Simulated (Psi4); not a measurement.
# BBrF2 (SMILES FB(F)Br): SCAN/def2-TZVP (sweep point 7)

What is the vertical singlet–triplet gap of BBrF2 at SCAN/def2-TZVP (sweep point 7)? 

The calculation is run with Psi4 1.11.

4 further runs of the same task are left out: 4 set aside as unsound or not needed.

### Step 1. The molecule

BBrF2 has 4 atoms, charge 0, and is taken as a singlet. As SMILES, `FB(F)Br`. The shape is that of a PBE0-D4/def2-TZVP optimisation.

Bond lengths: F1–B2 1.309 Å, B2–F3 1.309 Å, B2–Br4 1.903 Å. Angles: F1–B2–F3 119.2°, F1–B2–Br4 120.4°, F3–B2–Br4 120.4°.

### Step 2. The energy at SCAN/def2-TZVP (sweep point 7)

The input, input.in:

```
memory 1600 mb

molecule mol {
  F     -0.215650    -1.366490    -0.109870
  B     -0.127940    -0.063330    -0.022770
  F     -1.212420     0.659630    -0.144250
  Br     1.556010     0.770190     0.276890
  symmetry c1
}

set globals {
  basis                def2-TZVP
  puream               true
  scf_type             pk
  dft_radial_points    150
  dft_spherical_points 974
}

energy('scan')
print_variables()
```

On the command line:

```console
$ psi4 -i input.in -o input.out -n 1
```

input.out, shortened:

```text
[...]
  Running in c1 symmetry.
[...]
  Nuclear repulsion =  222.994940053662901
[...]
  Multiplicity = 1
[...]
  Nalpha       = 29
  Nbeta        = 29
[...]
    Number of basis functions: 141
[...]
   @RKS iter   1: -2798.67768555707562   -1.34129e+00   1.16536e-02 DIIS/ADIIS
[...]
   @RKS iter   8: -2799.08698552781107   -4.80595e-08   3.37895e-07 DIIS
[...]
    Orbital Energies [Eh]
    ---------------------
    Doubly Occupied:
       1A   -482.236202     2A    -62.341922     3A    -56.113994
       4A    -56.112312     5A    -56.111770     6A    -24.529037
       7A    -24.529027     8A     -8.663865     9A     -6.786745
      10A     -6.460895    11A     -6.454482    12A     -6.452597
      13A     -2.553479    14A     -2.551776    15A     -2.550432
      16A     -2.545545    17A     -2.545459    18A     -1.231473
      19A     -1.204576    20A     -0.774976    21A     -0.564214
      22A     -0.525042    23A     -0.483967    24A     -0.481355
      25A     -0.425986    26A     -0.409916    27A     -0.376805
      28A     -0.310571    29A     -0.296260
[...]
  @RKS Final Energy: -2799.08698552781107
   => Energetics <=
    Nuclear Repulsion Energy =            222.9949400536629014
    One-Electron Energy =               -4338.4252443736877467
    Two-Electron Energy =                1432.9269289869737349
    DFT Exchange-Correlation Energy =    -116.5836101947592596
    Empirical Dispersion Energy =           0.0000000000000000
    VV10 Nonlocal Energy =                  0.0000000000000000
    Total Energy =                      -2799.0869855278110663
[...]
 Multipole Moments:
 ------------------------------------------------------------------------------------
     Multipole            Electronic (a.u.)      Nuclear  (a.u.)        Total (a.u.)
 ------------------------------------------------------------------------------------
 L = 1.  Multiply by 2.5417464519 to convert [e a0] to [Debye]
 Dipole X            :          3.4134840           -3.3408945            0.0725895
 Dipole Y            :          1.6895820           -1.6536659            0.0359161
 Dipole Z            :          0.6074175           -0.5945056            0.0129119
 Magnitude           :                                                    0.0820117
[...]
```

Wall time 57 s (1 thread of Intel Xeon at 2.70GHz, shared host); peak memory 1.2 GiB.

### Step 3. The triplet, same level

The input, input.inp:

```
memory 1.6 GB

molecule mol {
  0 3
  F     -0.215650    -1.366490    -0.109870
  B     -0.127940    -0.063330    -0.022770
  F     -1.212420     0.659630    -0.144250
  Br     1.556010     0.770190     0.276890
  symmetry c1
}

set reference uks
set puream true
set scf_type pk
set dft_radial_points 150
set dft_spherical_points 974
set maxiter 100

e, wfn = energy('scan/def2-TZVP', return_wfn=True)
print_variables()
```

On the command line:

```console
$ psi4 -n 1 input.inp input.out
```

input.out, shortened:

```text
[...]
  Running in c1 symmetry.
[...]
  Nuclear repulsion =  222.994940053662901
[...]
  Multiplicity = 3
[...]
  Nalpha       = 30
  Nbeta        = 28
[...]
    Number of basis functions: 141
[...]
   @UKS iter   1: -2798.41200841603904   -1.07562e+00   1.12236e-02 DIIS/ADIIS
[...]
   @UKS iter  11: -2798.83024551314338   -2.28565e-08   4.71734e-07 DIIS
[...]
   @S^2 Observed:                2.008334464E+00
[...]
    Orbital Energies [Eh]
    ---------------------
    Alpha Occupied:
       1A   -482.330761     2A    -62.433196     3A    -56.209184
       4A    -56.203600     5A    -56.202126     6A    -24.485030
       7A    -24.485017     8A     -8.755093     9A     -6.683539
      10A     -6.558879    11A     -6.544915    12A     -6.538561
      13A     -2.650045    14A     -2.647549    15A     -2.642770
      16A     -2.632422    17A     -2.631904    18A     -1.187039
      19A     -1.161627    20A     -0.850706    21A     -0.530047
      22A     -0.484759    23A     -0.478768    24A     -0.447143
      25A     -0.411723    26A     -0.385025    27A     -0.384869
      28A     -0.370959    29A     -0.361386    30A     -0.055803
    Alpha Virtual:
[...]
  @UKS Final Energy: -2798.83024551314338
   => Energetics <=
    Nuclear Repulsion Energy =            222.9949400536629014
    One-Electron Energy =               -4336.4067513988966311
    Two-Electron Energy =                1431.1604715453763674
    DFT Exchange-Correlation Energy =    -116.5789057132857209
    Empirical Dispersion Energy =           0.0000000000000000
    VV10 Nonlocal Energy =                  0.0000000000000000
    Total Energy =                      -2798.8302455131433817
[...]
 Multipole Moments:
 ------------------------------------------------------------------------------------
     Multipole            Electronic (a.u.)      Nuclear  (a.u.)        Total (a.u.)
 ------------------------------------------------------------------------------------
 L = 1.  Multiply by 2.5417464519 to convert [e a0] to [Debye]
 Dipole X            :          4.5841782           -3.3408945            1.2432837
 Dipole Y            :          2.2690222           -1.6536659            0.6153563
 Dipole Z            :          0.8157683           -0.5945056            0.2212627
 Magnitude           :                                                    1.4047687
[...]
```

Wall time 1.8 min (1 thread of Intel Xeon at 2.70GHz, shared host); peak memory 1.2 GiB.

### Step 4. Summary of results

Level: SCAN/def2-TZVP (sweep point 7).

| quantity | value |
| --- | --- |
| singlet: total energy | -2799.08699 Eh |
| singlet: dipole moment | 0.21 D |
| singlet: HOMO energy | -8.06 eV |
| singlet: LUMO energy | -1.06 eV |
| singlet: HOMO–LUMO gap | 7.00 eV |
| triplet: total energy | -2798.83025 Eh |
| triplet: dipole moment | 3.57 D |
| triplet: HOMO energy (highest over α and β) | -1.52 eV |
| triplet: ⟨S²⟩ | 2.008 |
| vertical energy of the triplet above the singlet | 6.986 eV |

**Reading.** At this shape the triplet lies 6.99 eV (161 kcal/mol) above the singlet.
